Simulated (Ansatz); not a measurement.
**C3H7ClOSn: small, medium and large basis sets**

Aim: see how fast density functionals converge with the basis set for C3H7ClOSn.

Computed with Ansatz 0.2.0, Gaussian basis. Level: one geometry, several basis sets.

The runs, in order: PBE0-D4/def2-SVP; ωB97M-V/def2-SVP; PBE0-D4/def2-QZVPP; ωB97M-V/def2-QZVPP; the functionals' def2-TZVPP values are taken from earlier runs.

1 further run of the same task is left out (for a known fault of the program). Runs told in other sessions of the task aren't counted.

## (1) The relaxed structure

The geometry comes from an earlier relaxation with PBE0-D4 in a triple-zeta def2 set; it is a stationary point, not always the lowest conformer. Sn takes the def2 core potential; no spin-orbit term is included.

SMILES `CC(C)[O][Sn][Cl]`, 13 atoms, charge 0, spin multiplicity 1.

Atoms are counted from 1 here; the program's logs count them from 0.

Bond lengths: C1–C2 1.516 Å, C1–H7 1.093 Å, C1–H8 1.093 Å, C1–H9 1.093 Å, C2–C3 1.515 Å, C2–O4 1.418 Å, C2–H10 1.098 Å, C3–H11 1.093 Å, C3–H12 1.093 Å, C3–H13 1.092 Å, O4–Sn5 1.957 Å, Sn5–Cl6 2.390 Å. Angles: C2–C1–H7 110.8°, C2–C1–H8 110.2°, C2–C1–H9 110.6°, H7–C1–H8 108.6°, H7–C1–H9 108.0°, H8–C1–H9 108.6°, C1–C2–C3 112.3°, C1–C2–O4 109.4°, C1–C2–H10 108.4°, C3–C2–O4 108.2°, C3–C2–H10 109.0°, O4–C2–H10 109.5°, C2–C3–H11 110.7°, C2–C3–H12 110.3°, C2–C3–H13 110.6°, H11–C3–H12 108.6°, H11–C3–H13 108.4°, H12–C3–H13 108.3° and more.

## (2) PBE0-D4 in def2-SVP

Contents of in.yaml:

```yaml
crystal:
  periodic: [false, false, false]
  atoms:
    - {symbol: C, position_ang: [-0.364758, 0.666485, 1.126891]}
    - {symbol: C, position_ang: [0.007180, -0.151912, -0.094198]}
    - {symbol: C, position_ang: [-1.210866, -0.615278, -0.867247]}
    - {symbol: O, position_ang: [0.809335, 0.632420, -0.961256]}
    - {symbol: Sn, position_ang: [2.753071, 0.795354, -1.123037]}
    - {symbol: Cl, position_ang: [3.379419, -0.759019, 0.581375]}
    - {symbol: H, position_ang: [-1.007097, 0.091014, 1.798013]}
    - {symbol: H, position_ang: [-0.897924, 1.572055, 0.826042]}
    - {symbol: H, position_ang: [0.530678, 0.956440, 1.681619]}
    - {symbol: H, position_ang: [0.576265, -1.030187, 0.237774]}
    - {symbol: H, position_ang: [-1.849796, -1.242910, -0.240977]}
    - {symbol: H, position_ang: [-1.793284, 0.244847, -1.206978]}
    - {symbol: H, position_ang: [-0.911822, -1.194110, -1.743221]}
basis:
  gaussian: {orbitals: def2-SVP}
hamiltonian: {xc: pbe0, dispersion: d4}
output: {orbitals: {seedname: orbitals}}
```

The run is started by

```console
$ ansatz run in.yaml --threads 4 --pin off --events-out ev --progress --plain --max-ram 11315MiB
```

The runs that follow: ωB97M-V in def2-SVP; PBE0-D4 in def2-QZVPP; ωB97M-V in def2-QZVPP.

Before running them: what should the planned runs give, taken together? Wanted: PBE0-D4: double and triple zeta above quadruple; ωB97M-V: double and triple zeta above quadruple.

The runs gave:

| quantity | value |
| --- | --- |
| PBE0-D4: double and triple zeta above quadruple | 11.29, 0.72 eV |
| ωB97M-V: double and triple zeta above quadruple | 11.53, 0.70 eV |

What this shows: PBE0-D4 gains 10.57 eV from double to triple zeta, then 0.72 eV more. Total energies overstate the basis error of differences, where much of it tends to cancel.
